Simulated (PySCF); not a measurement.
# ZrPhCl3: geometry, NMR shifts and electronic excitations

What NMR shifts and electronic excitations should ZrPhCl3 (`[Cl][Zr]([Cl])([Cl])[c]1ccccc1`) show?

Programs: PySCF 2.14.0, with density-fitted response routines of our own. Each step states its level of theory. These are calculated values for one molecule in the gas phase, unless marked as measured. Atoms count from 0, in the outputs and in this text.

## Step 1: The molecule as given

15 atoms, charge 0, multiplicity 1; geometry from: GFN2-xTB. The atoms were then displaced at random by about 0.03 Å, so the start is not that level's minimum.

Bonds of the start (Å): Zr0–C1 2.14, Zr0–Cl12 2.16, Zr0–Cl13 2.40, Zr0–Cl14 2.28, C1–C2 1.43, C1–C6 1.44, C2–C3 1.41, C2–H7 1.03, C3–C4 1.31, C3–H8 1.20, C4–C5 1.36, C4–H9 1.14, C5–C6 1.38, C5–H10 1.10, C6–H11 1.07.

## Step 2: Optimising the geometry at PBE0-D3(BJ)/def2-SVP

Job settings and geometry (Å):

```
{"job": {"xc": "PBE0", "basis": "def2-SVP", "d3": "d3bj", "grid": 1, "maxiter": 40, "shake": 0.03, "kind": "geom"}, "charge": 0, "multiplicity": 1}
Zr     0.087040    -0.031370    -2.627030
C     -0.003870     0.014200    -0.488710
C     -1.081600     0.629410     0.223500
C     -0.937260     0.608380     1.626910
C     -0.031660    -0.063630     2.295140
C      0.993510    -0.644220     1.624780
C      1.052640    -0.631480     0.244600
H     -1.783160     1.166500    -0.296280
H     -1.845310     1.094290     2.239110
H     -0.044110    -0.076520     3.436280
H      1.765800    -1.173710     2.198130
H      1.860340    -1.115200    -0.271060
Cl     2.087750     0.098050    -3.421520
Cl    -1.099140     1.909720    -3.380560
Cl    -1.053750    -1.860530    -3.359280
```

The run is started by

```console
$ OMP_NUM_THREADS=1 python probes_run.py task.json out
```

The driver reads the jobs from task.json and runs them one after another.

The program printed:

```text
step   0  E = -1658.18452715  max force = 0.140078
step   1  E = -1658.21120172  max force = 0.052742
step   2  E = -1658.21738936  max force = 0.059724
step   3  E = -1658.22648931  max force = 0.016620
step   4  E = -1658.22765153  max force = 0.005225
step   5  E = -1658.22740894  max force = 0.007628
step   6  E = -1658.22773998  max force = 0.003619
step   7  E = -1658.22791625  max force = 0.002125
step   8  E = -1658.22795498  max force = 0.002194
step   9  E = -1658.22797678  max force = 0.000839
step  10  E = -1658.22799992  max force = 0.000933
step  11  E = -1658.22802720  max force = 0.000716
step  12  E = -1658.22806087  max force = 0.000538
step  13  E = -1658.22809105  max force = 0.000366
step  14  E = -1658.22811637  max force = 0.000368
step  15  E = -1658.22813982  max force = 0.000230
step  16  E = -1658.22814660  max force = 0.000185
optimisation converged
```

It took 19 min on 1 thread of Intel Xeon at 2.50GHz, shared host; peak memory 0.96 GiB.

Along the way: (the energy doesn't fall at every step)

| step | energy from step 0 (eV) | largest force component (eV/Å) |
| --- | --- | --- |
| 0 | 0.0000 | 7.2031 |
| 1 | -0.7259 | 2.7121 |
| 2 | -0.8942 | 3.0711 |
| 3 | -1.1418 | 0.8546 |
| 4 | -1.1735 | 0.2687 |
| 5 | -1.1669 | 0.3922 |
| 6 | -1.1759 | 0.1861 |
| 7 | -1.1807 | 0.1093 |
| 8 | -1.1817 | 0.1128 |
| 9 | -1.1823 | 0.0431 |
| 10 | -1.1830 | 0.0480 |
| 11 | -1.1837 | 0.0368 |
| 12 | -1.1846 | 0.0277 |
| 13 | -1.1854 | 0.0188 |
| 14 | -1.1861 | 0.0189 |
| 15 | -1.1868 | 0.0118 |
| 16 | -1.1869 | 0.0095 |

Close pairs (by a distance rule), those that changed most:

| bond | before (Å) | after (Å) | change (Å) |
| --- | --- | --- | --- |
| Zr0–Cl12 | 2.157 | 2.338 | +0.181 |
| C3–H8 | 1.198 | 1.093 | -0.105 |
| C3–C4 | 1.311 | 1.395 | +0.085 |
| C2–H7 | 1.025 | 1.095 | +0.070 |
| Zr0–Cl13 | 2.396 | 2.334 | -0.062 |
| Zr0–Cl14 | 2.277 | 2.332 | +0.056 |
| C4–H9 | 1.141 | 1.093 | -0.049 |
| C4–C5 | 1.356 | 1.395 | +0.040 |

The end geometry stands in the next job.

| at the end point | value |
| --- | --- |
| point group (found at 0.08 Å tolerance) | Cs |
| rotational constants (GHz, main isotopes) | 0.812, 0.416, 0.385 |
| dipole moment (D) | 2.57 |

## Step 3: NMR shieldings: PBE0/def2-TZVP+pcSseg-1

Job settings and geometry (Å):

```
{"job": {"kind": "nmr", "xc": "PBE0", "basis": {"default": "pcSseg-1", "Zr": "def2-TZVP"}}, "charge": 0, "multiplicity": 1}
Zr    -0.263556     0.151003    -2.645598
C     -0.010188     0.105020    -0.500071
C     -0.984574     0.651373     0.356939
C     -0.876047     0.508784     1.738065
C      0.208004    -0.180317     2.283225
C      1.185662    -0.726364     1.450938
C      1.077559    -0.584027     0.069408
H     -1.839972     1.197467    -0.054488
H     -1.638982     0.937594     2.392509
H      0.292011    -0.291818     3.366827
H      2.034883    -1.263534     1.879923
H      1.855412    -1.016551    -0.569054
Cl     1.893312     0.133515    -3.546931
Cl    -1.489313     2.089828    -3.076812
Cl    -1.476992    -1.788083    -3.100870
```

Method: GIAO PBE0/pcSseg-1 Zr:def2-TZVP NMR shielding, scalar relativity only through core potentials, gas phase.

The program printed:

```text
coarse grid: 70600 points
cycle   1  E = -1654.6359944276  dE = -1.840e-01  |g| = 3.592e+00  |ddm| = 5.928e+00
cycle   2  E = -1536.0744889715  dE =  1.186e+02  |g| = 1.397e+01  |ddm| = 7.675e+01
cycle   3  E = -1654.8350690878  dE = -1.188e+02  |g| = 3.207e+00  |ddm| = 7.645e+01
cycle   4  E = -1658.0277540972  dE = -3.193e+00  |g| = 1.697e+00  |ddm| = 4.648e+00
cycle   5  E = -1658.6246032017  dE = -5.968e-01  |g| = 6.031e-01  |ddm| = 1.924e+00
cycle   6  E = -1658.6885104012  dE = -6.391e-02  |g| = 3.447e-01  |ddm| = 8.248e-01
cycle   7  E = -1658.7206778371  dE = -3.217e-02  |g| = 8.035e-02  |ddm| = 3.759e-01
cycle   8  E = -1658.7221916331  dE = -1.514e-03  |g| = 3.136e-02  |ddm| = 9.345e-02
cycle   9  E = -1658.7224300081  dE = -2.384e-04  |g| = 8.701e-03  |ddm| = 3.403e-02
cycle  10  E = -1658.7224471432  dE = -1.714e-05  |g| = 2.288e-03  |ddm| = 9.611e-03
cycle  11  E = -1658.7224485580  dE = -1.415e-06  |g| = 5.795e-04  |ddm| = 2.808e-03
final grid: 143752 points
cycle  12  E = -1658.7222680238  dE =  2.842e-08  |g| = 9.462e-04  |ddm| = 2.623e-03
cycle  13  E = -1658.7222672715  dE =  7.523e-07  |g| = 1.867e-03  |ddm| = 2.800e-03
cycle  14  E = -1658.7222682806  dE = -1.009e-06  |g| = 1.481e-04  |ddm| = 1.890e-03
cycle  15  E = -1658.7222682855  dE = -4.973e-09  |g| = 3.119e-05  |ddm| = 1.415e-04
cycle  16  E = -1658.7222682858  dE = -2.433e-10  |g| = 1.026e-05  |ddm| = 4.331e-05
converged SCF energy = -1658.7222682858

GIAO shielding tensors (ppm)
atom      isotropic    diamagn.    paramagn.     s11        s22        s33       span
  0 Zr         nan         nan         nan        nan        nan        nan        nan
  1 C      -10.779     255.855    -266.635   -126.372    -33.623    127.658    254.030
  2 C       45.189     254.808    -209.619    -54.324     22.678    167.213    221.537
  3 C       51.318     254.056    -202.738    -58.582     37.610    174.926    233.508
  4 C       43.847     255.179    -211.332    -68.082     22.980    176.643    244.725
  5 C       51.355     253.990    -202.635    -58.630     37.572    175.123    233.753
  6 C       45.852     255.074    -209.222    -54.900     23.527    168.930    223.830
  7 H       23.185      32.357      -9.173     20.403     21.720     27.431      7.028
  8 H       23.848      30.140      -6.292     20.715     23.918     26.911      6.196
  9 H       23.619      29.516      -5.897     20.579     23.677     26.602      6.022
 10 H       23.843      30.149      -6.306     20.710     23.907     26.912      6.202
 11 H       23.199      32.364      -9.165     20.497     21.758     27.341      6.843
 12 Cl     383.768    1149.130    -765.362     27.953    135.757    987.595    959.642
 13 Cl     378.299    1149.158    -770.860     11.075    133.623    990.198    979.123
 14 Cl     370.875    1149.029    -778.154     60.392    110.459    941.773    881.381
```

Run time: 3.4 min. Hardware: 1 thread of Intel Xeon at 2.50GHz, shared host; peak memory 1.4 GiB.

The references, computed at this level on geometries of the same kind, shield at (ppm): 1H TMS 31.27, 13C TMS 184.4, 35Cl HCl 943. Their shielding less the atom's gives the shift. The references are single molecules in the gas phase. Atoms listed in one row are averaged.

| atoms | environment | σ (ppm) | δ (ppm) |
| --- | --- | --- | --- |
| C1 | carbon bonded to 2 C, Zr | -10.8 | 195.2 |
| C4 | carbon bonded to 2 C, H | 43.8 | 140.6 |
| C2, C6 | carbon bonded to 2 C, H | 45.5 | 138.9 |
| C3, C5 | carbon bonded to 2 C, H | 51.3 | 133.1 |
| H7, H11 | hydrogen on a carbon bonded to 2 C | 23.19 | 8.08 |
| H9 | hydrogen on a carbon bonded to 2 C | 23.62 | 7.65 |
| H8, H10 | hydrogen on a carbon bonded to 2 C | 23.85 | 7.42 |
| Cl12, Cl13, Cl14 | chlorine bonded to Zr | 378 | 566 |

Atoms past Kr carry core potentials, so their printed shieldings have no meaning and are left out of the table.

Charges from the same density, by scheme (e):

| atoms | Mulliken | ESP fit |
| --- | --- | --- |
| Zr0 | 1.26 | 0.76 |
| C1 | -0.44 | -0.21 |
| C2, C6 | -0.09 | -0.08 |
| C3, C5 | -0.07 | -0.15 |
| C4 | -0.08 | -0.09 |
| Cl12, Cl13, Cl14 | -0.31 | -0.23 |

Mayer bond orders: Zr0–C1 0.85, Zr0–Cl12 1.11, Zr0–Cl13 1.11, Zr0–Cl14 1.12, C1–C2 1.38, C1–C6 1.37, C2–C3 1.46, C3–C4 1.42, C4–C5 1.42, C5–C6 1.46.

With diffuse functions Mulliken charges and Mayer bond orders lose their meaning; the other schemes are steadier.

Ring of atoms C1, C2, C3, C4, C5, C6: NICS(0) -9.7, NICS(1) -11.4, NICS(1)zz -28.2 ppm (means of both faces).

Orbitals, density, ELF and potential are computed afterwards from the orbital file.

Frontier orbitals at PBE0/def2-TZVP+pcSseg-1, with the share of their density that lies nearest to each atom:

| orbital | energy (eV) | lies on |
| --- | --- | --- |
| HOMO | -7.87 | 4 C atoms about 21 % each |
| LUMO | -2.64 | Zr0 54 %; C1, C4 about 7 % each; Cl14 7 % |

ELF in a plane through or near 12 of the atoms.

Values, 10 rows by 14 columns:
```
0.00 0.00 0.00 0.00 0.00 0.00 0.00 0.00 0.00 0.00 0.00 0.00 0.00 0.00
0.00 0.00 0.05 0.14 0.05 0.00 0.01 0.00 0.00 0.03 0.00 0.00 0.00 0.00
0.00 0.09 0.53 0.73 0.51 0.01 0.99 0.75 0.08 0.99 0.96 0.00 0.00 0.00
0.00 0.14 0.62 0.78 0.49 0.02 0.87 0.53 0.63 0.95 0.49 0.00 0.00 0.00
0.00 0.02 0.14 0.19 0.70 0.15 0.62 0.33 0.62 0.84 0.39 0.83 0.08 0.00
0.00 0.01 0.04 0.86 0.32 0.47 0.19 0.58 0.16 0.22 0.92 1.00 0.46 0.00
0.00 0.08 0.46 0.47 0.15 0.03 0.38 0.83 0.61 0.38 0.07 0.05 0.00 0.00
0.00 0.16 0.67 0.83 0.66 0.01 0.99 0.86 0.23 1.00 0.97 0.01 0.00 0.00
0.00 0.01 0.27 0.46 0.29 0.00 0.53 0.16 0.01 0.74 0.28 0.00 0.00 0.00
0.00 0.00 0.00 0.00 0.00 0.00 0.00 0.00 0.00 0.00 0.00 0.00 0.00 0.00
```
The map spans 12.0 Å across and 9.5 Å up, centred on the molecule. Atoms in the plane (x, y in Å): Zr0 (-2.7, 0.0), C1 (-0.5, 0.0), C2 (0.2, -1.2), C3 (1.6, -1.2), C4 (2.3, 0.0), C5 (1.6, 1.2), C6 (0.2, 1.2), H7 (-0.3, -2.2), H8 (2.2, -2.2), H9 (3.4, 0.0), H10 (2.1, 2.2), H11 (-0.3, 2.2).

On the surface of density 0.002 e/bohr³ the electrostatic potential runs, from the 1st to the 99th percentile, from -0.35 V near Cl14 to 1.98 V near Zr0.

## Step 4: TDDFT and polarisability: CAM-B3LYP/def2-SVPD

Settings changed since step 3:

```diff
@@ -1,2 +1,2 @@
-{"job": {"kind": "nmr", "xc": "PBE0", "basis": {"default": "pcSseg-1", "Zr": "def2-TZVP"}}, "charge": 0, "multiplicity": 1}
+{"job": {"kind": "uv", "xc": "CAM-B3LYP", "basis": "def2-SVPD", "ip": true, "nstates": 10}, "charge": 0, "multiplicity": 1}
 Zr    -0.263556     0.151003    -2.645598
```

With the program's defaults for keys left out, this is: TDDFT CAM-B3LYP/def2-SVPD, vertical, gas phase, core orbitals frozen in the response.

The program printed:

```text
coarse grid: 70600 points
cycle   1  E = -1655.9346716603  dE = -2.076e+00  |g| = 2.829e+00  |ddm| = 1.824e+01
cycle   2  E = -1590.8122717359  dE =  6.512e+01  |g| = 1.144e+01  |ddm| = 1.643e+02
cycle   3  E = -1657.4317360509  dE = -6.662e+01  |g| = 2.111e+00  |ddm| = 1.634e+02
cycle   4  E = -1658.7011218530  dE = -1.269e+00  |g| = 6.085e-01  |ddm| = 9.054e+00
cycle   5  E = -1658.8069523670  dE = -1.058e-01  |g| = 2.650e-01  |ddm| = 2.139e+00
cycle   6  E = -1658.8275495935  dE = -2.060e-02  |g| = 8.463e-02  |ddm| = 1.078e+00
cycle   7  E = -1658.8293508553  dE = -1.801e-03  |g| = 3.593e-02  |ddm| = 3.362e-01
cycle   8  E = -1658.8297084440  dE = -3.576e-04  |g| = 1.362e-02  |ddm| = 1.560e-01
cycle   9  E = -1658.8297619921  dE = -5.355e-05  |g| = 3.045e-03  |ddm| = 4.494e-02
cycle  10  E = -1658.8297660443  dE = -4.052e-06  |g| = 1.381e-03  |ddm| = 1.337e-02
final grid: 143752 points
cycle  11  E = -1658.8294959570  dE = -4.141e-07  |g| = 1.414e-03  |ddm| = 1.772e-02
cycle  12  E = -1658.8294957502  dE =  2.068e-07  |g| = 1.746e-03  |ddm| = 1.121e-02
cycle  13  E = -1658.8294965238  dE = -7.736e-07  |g| = 1.716e-04  |ddm| = 6.372e-03
cycle  14  E = -1658.8294965337  dE = -9.980e-09  |g| = 6.075e-05  |ddm| = 5.505e-04
cycle  15  E = -1658.8294965371  dE = -3.310e-09  |g| = 2.191e-05  |ddm| = 3.817e-04
cycle  16  E = -1658.8294965372  dE = -1.692e-10  |g| = 6.236e-06  |ddm| = 1.059e-04
converged SCF energy = -1658.8294965372

Static polarisability (au): isotropic 153.625, principal 118.551 150.684 191.642

Singlet excitations
state   eV       nm        f      main configurations
  1   4.3703    283.7   0.00109   H-2->L 0.94
  2   4.5949    269.8   0.00248   H-2->L+1 0.78, H-1->L 0.09
  3   4.7043    263.6   0.01152   H-1->L 0.66
  4   4.8116    257.7   0.23542   H->L 0.83, H-1->L 0.09
  5   4.9068    252.7   0.00085   H->L+1 0.77, H-1->L+1 0.09
  6   5.3264    232.8   0.00230   H-1->L+1 0.87, H->L+1 0.10
  7   5.4423    227.8   0.00118   H-2->L+3 0.56, H-2->L+2 0.26
  8   5.4937    225.7   0.00250   H-2->L+2 0.64, H-2->L+3 0.27
  9   5.6707    218.6   0.01593   H->L+3 0.44, H->L+2 0.21, H-2->L+3 0.10
 10   5.7266    216.5   0.01930   H->L+2 0.57, H->L+3 0.22, H-1->L+2 0.11

Triplet excitations (Tamm-Dancoff, eV): 3.6297 3.9811 4.0676 4.2587
Vertical ionisation energy (delta-SCF) = 10.1298 eV
Vertical electron affinity (delta-SCF) = 1.2063 eV
```

Run time: 20 min. Hardware: 1 thread of Intel Xeon at 2.50GHz, shared host; peak memory 1.8 GiB.

The orbitals next to the gap, with their largest atomic shares:

| orbital | eV | atoms |
| --- | --- | --- |
| HOMO−3 | -10.78 | Cl14 40 %, Cl13 29 %, Cl12 29 % |
| HOMO−2 | -9.78 | C1 35 %, Zr0 22 %, C6 9 % |
| HOMO−1 | -9.03 | C3 24 %, C6 24 %, C2 15 % |
| HOMO | -9.02 | C1 23 %, C4 21 %, C5 16 % |
| LUMO | -1.56 | Zr0 55 %, Cl14 7 %, C1 7 % |
| LUMO+1 | -1.21 | Zr0 72 %, Cl13 8 %, Cl12 8 % |
| LUMO+2 | -0.61 | Zr0 59 %, Cl13 13 %, Cl12 10 % |

With each of the 10 states as a Gaussian band of 0.4 eV half-width at 1/e, the curve within the window shown has maxima at 258 nm (ε 10,000) L/(mol cm). Beyond the last state computed it falls off for lack of states. The curve at chosen wavelengths:

nm, ε (L/mol/cm) and a bar:
```
      206        766 ##
      211       1230 ####
      216       1567 #####
      221       1714 #####
      226       1850 #####
      231       2324 #######
      236       3435 ##########
      240       4804 ##############
      245       6849 ####################
      250       8738 ##########################
      255       9910 ##############################
      260      10056 ##############################
      265       9225 ############################
      270       7731 #######################
      275       5981 ##################
      280       4310 #############
      285       2919 #########
      290       1872 ######
      295       1146 ###
      299        752 ##
      304        430 #
      309        239 #
      314        130 
      319         70 
      324         37 
      329         19
```

Leading natural transition orbitals of singlet state 4: the hole lies on C1 35 %; C4 20 %; C2, C6 about 9 % each; the particle on Zr0 56 %; C1 8 %; Cl14 7 %.

Leading natural transition orbitals of singlet state 1: the hole lies on C1 51 %; Zr0 20 %; the particle on Zr0 59 %; C1 8 %; Cl14 7 %.

Further results of this job:

| property | computed |
| --- | --- |
| dipole moment (D) | 2.55 |
| polarisability (Å³) | 22.76 |
| HOMO–LUMO gap (eV) | 7.46 |
| −ε(HOMO) (eV) | 9.02 |

## Step 5: NMR shieldings: B3LYP/def2-TZVP+pcSseg-1

Settings changed since step 4:

```diff
@@ -1,2 +1,2 @@
-{"job": {"kind": "uv", "xc": "CAM-B3LYP", "basis": "def2-SVPD", "ip": true, "nstates": 10}, "charge": 0, "multiplicity": 1}
+{"job": {"kind": "nmr", "xc": "B3LYP", "basis": {"default": "pcSseg-1", "Zr": "def2-TZVP"}, "pop": false}, "charge": 0, "multiplicity": 1}
 Zr    -0.263556     0.151003    -2.645598
```

With the program's defaults for keys left out, this is: GIAO B3LYP/pcSseg-1 Zr:def2-TZVP NMR shielding, scalar relativity only through core potentials, gas phase.

The program printed:

```text
coarse grid: 70600 points
cycle   1  E = -1655.1337324547  dE =  9.017e-02  |g| = 3.743e+00  |ddm| = 5.949e+00
cycle   2  E = -1527.5116011319  dE =  1.276e+02  |g| = 1.446e+01  |ddm| = 9.018e+01
cycle   3  E = -1655.3203453135  dE = -1.278e+02  |g| = 3.400e+00  |ddm| = 8.984e+01
cycle   4  E = -1658.8920217615  dE = -3.572e+00  |g| = 1.624e+00  |ddm| = 4.856e+00
cycle   5  E = -1659.3593681615  dE = -4.673e-01  |g| = 8.168e-01  |ddm| = 2.122e+00
cycle   6  E = -1659.5072554698  dE = -1.479e-01  |g| = 3.431e-01  |ddm| = 9.669e-01
cycle   7  E = -1659.5364525652  dE = -2.920e-02  |g| = 1.223e-01  |ddm| = 4.244e-01
cycle   8  E = -1659.5400855219  dE = -3.633e-03  |g| = 4.276e-02  |ddm| = 1.316e-01
cycle   9  E = -1659.5405356073  dE = -4.501e-04  |g| = 9.823e-03  |ddm| = 4.383e-02
cycle  10  E = -1659.5405562236  dE = -2.062e-05  |g| = 3.026e-03  |ddm| = 1.106e-02
cycle  11  E = -1659.5405585749  dE = -2.351e-06  |g| = 7.956e-04  |ddm| = 3.536e-03
final grid: 143752 points
cycle  12  E = -1659.5403664776  dE =  1.512e-07  |g| = 1.327e-03  |ddm| = 3.498e-03
cycle  13  E = -1659.5403648613  dE =  1.616e-06  |g| = 2.718e-03  |ddm| = 3.810e-03
cycle  14  E = -1659.5403669554  dE = -2.094e-06  |g| = 2.768e-04  |ddm| = 2.662e-03
cycle  15  E = -1659.5403669746  dE = -1.911e-08  |g| = 4.467e-05  |ddm| = 2.671e-04
cycle  16  E = -1659.5403669750  dE = -4.866e-10  |g| = 1.561e-05  |ddm| = 6.167e-05
converged SCF energy = -1659.5403669750

GIAO shielding tensors (ppm)
atom      isotropic    diamagn.    paramagn.     s11        s22        s33       span
  0 Zr         nan         nan         nan        nan        nan        nan        nan
  1 C      -19.548     255.813    -275.362   -138.509    -40.941    120.805    259.313
  2 C       39.280     255.052    -215.772    -61.336     18.818    160.357    221.693
  3 C       45.725     253.895    -208.170    -65.601     34.115    168.660    234.261
  4 C       38.408     254.824    -216.417    -74.884     19.702    170.405    245.289
  5 C       45.763     253.835    -208.072    -65.647     34.079    168.858    234.505
  6 C       39.953     255.307    -215.354    -61.925     19.654    162.130    224.055
  7 H       23.419      32.749      -9.330     20.732     21.822     27.703      6.971
  8 H       24.115      30.262      -6.147     21.086     24.006     27.253      6.167
  9 H       23.890      29.550      -5.660     20.938     23.771     26.960      6.022
 10 H       24.111      30.273      -6.162     21.082     23.997     27.254      6.172
 11 H       23.433      32.756      -9.323     20.820     21.865     27.613      6.793
 12 Cl     356.340    1149.646    -793.305     -8.164    102.791    974.395    982.559
 13 Cl     350.954    1149.674    -798.721    -25.333    101.088    977.106   1002.439
 14 Cl     345.634    1149.557    -803.923     30.909     80.390    925.601    894.692
```

It took 1.8 min on 1 thread of Intel Xeon at 2.50GHz, shared host; peak memory 1.5 GiB.

In short: δ C1 198.8, C4 140.8, C2 139.6, C3 133.5, H7 7.96, H9 7.49 ppm (means over like atoms).

## Step 6: Run by run: NMR shifts

Shifts (ppm) of some atoms, chosen among heavy atoms and hydrogens apart, means over like atoms, with basis size and wall time:

| run | C1 | C4 | C2 | C3 | H9 | H8 | Cl12 | functions | time |
| --- | --- | --- | --- | --- | --- | --- | --- | --- | --- |
| PBE0/def2-TZVP+pcSseg-1 | 195.2 | 140.6 | 138.9 | 133.1 | 7.65 | 7.42 | 566 | 239 | 3.4 min |
| B3LYP/def2-TZVP+pcSseg-1 | 198.8 | 140.8 | 139.6 | 133.5 | 7.49 | 7.27 | 579 | 239 | 1.8 min |

## Step 7: Summary of results

```
                                                                          quantity                           value
                                                                       point group                              Cs
                                              rotational constants (main isotopes)            0.81, 0.42, 0.39 GHz
 13C shifts against TMS (PBE0/def2-TZVP+pcSseg-1, means over atoms taken as alike)  195.2, 140.6, 138.9, 133.1 ppm
  1H shifts against TMS (PBE0/def2-TZVP+pcSseg-1, means over atoms taken as alike)            8.08, 7.65, 7.42 ppm
35Cl shifts against HCl (PBE0/def2-TZVP+pcSseg-1, means over atoms taken as alike)                         566 ppm
                                             surface potential, 1st and 99th percentile              -0.35 V and 1.98 V
                                              lowest singlet (CAM-B3LYP/def2-SVPD)     4.37 eV (284 nm), f = 0.001
                                          brightest single state of those computed     state 4, 4.81 eV, f = 0.235
                                                                    lowest triplet                         3.63 eV
                                                 vertical ionisation energy (ΔSCF)                        10.13 eV
                                                 vertical electron affinity (ΔSCF)                         1.21 eV
                                                        range of the shift of Cl12                  566 to 579 ppm
```

In words: The start was shaken at random, so part of the energy gained undoes that. Relaxing lowered the energy by 1.187 eV in 16 steps; the close pair that moved most is Zr0–Cl12, from 2.157 to 2.338 Å. No frequency check was run at this level, so the end point may be a saddle. At PBE0/def2-TZVP+pcSseg-1: Shielding is most anisotropic at Cl12, Cl13, Cl14 (span 940 ppm, paramagnetic term -771 ppm). NICS(1)zz of -28 ppm above the planar ring from C1 marks a diatropic (aromatic) ring current. By nearest atom (PBE0/def2-TZVP+pcSseg-1), the HOMO sits on 4 C atoms about 21 % each and the LUMO on Zr0 54 %; C1, C4 about 7 % each. The first singlet state (HOMO−2→LUMO 0.94) lies at 4.37 eV and is weak; of the 10 states computed, the strongest absorption comes from state 4 at 4.81 eV. The lowest triplet lies 0.74 eV below the lowest singlet (triplets in Tamm-Dancoff, singlets in full TDDFT). The orbital energy would give 9.02 eV for ionisation, ΔSCF gives 10.13 eV. In this run the hole sits in HOMO−2, not in the HOMO; unless the two are degenerate, this need not be the first ionisation. In ppm, Cl12 (with its like atoms) moves most: its shift spreads over 14 ppm, from 566 (PBE0/def2-TZVP+pcSseg-1) to 579 (B3LYP/def2-TZVP+pcSseg-1). Spin-orbit coupling is left out, which matters for shieldings and couplings at and beside the heavy atoms.
